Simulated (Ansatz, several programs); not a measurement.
SrCl₂ built on the fluorite prototype, relaxed with r2SCAN in Ansatz (plane waves, PAW): the symmetry is Fm-3m (No. 225, cubic); conventional cell a = 6.995 Å, 28.53 Å³ an atom. Around Sr lie 8 Cl at 3.03 Å; around Cl lie 4 Sr at 3.03 Å. The cell was then scaled with its shape and fractional coordinates held. Calculated for a static, non-magnetic cell.

```csv
V (Å³/atom),E (meV/atom)
26.816,13.29
27.672,3.09
28.527,0.00
30.239,10.95
```

Problem. Pass a cubic E = c₀ + c₁u + c₂u² + c₃u³, with u = V − 28.314 Å³, through these points.

Solution. c₀ = 0.16, c₁ = -1.673, c₂ = 4.316, c₃ = -0.2783 (meV and Å³).

Problem. Where is the minimum, and what bulk modulus follows?

Solution. dE/du = 0 at u = +0.198, so V₀ = 28.51 Å³. B = V₀ d²E/dV² = 28.51 × (2c₂ + 6c₃u) = 28.51 × 8.302 = 237 meV/Å³, and 1 meV/Å³ is 0.16022 GPa: 38 GPa. A third-order Birch-Murnaghan fit to all five points gives 28.52 Å³ and 38 GPa.

Problem. Predict the energy and the pressure at the withheld volume, 29.383 Å³.

Solution. With u = +1.069: E ≈ 2.96 meV and P = −dE/dV ≈ -1.06 GPa. The run gives 2.92 meV and, from its stress, -1.05 GPa.
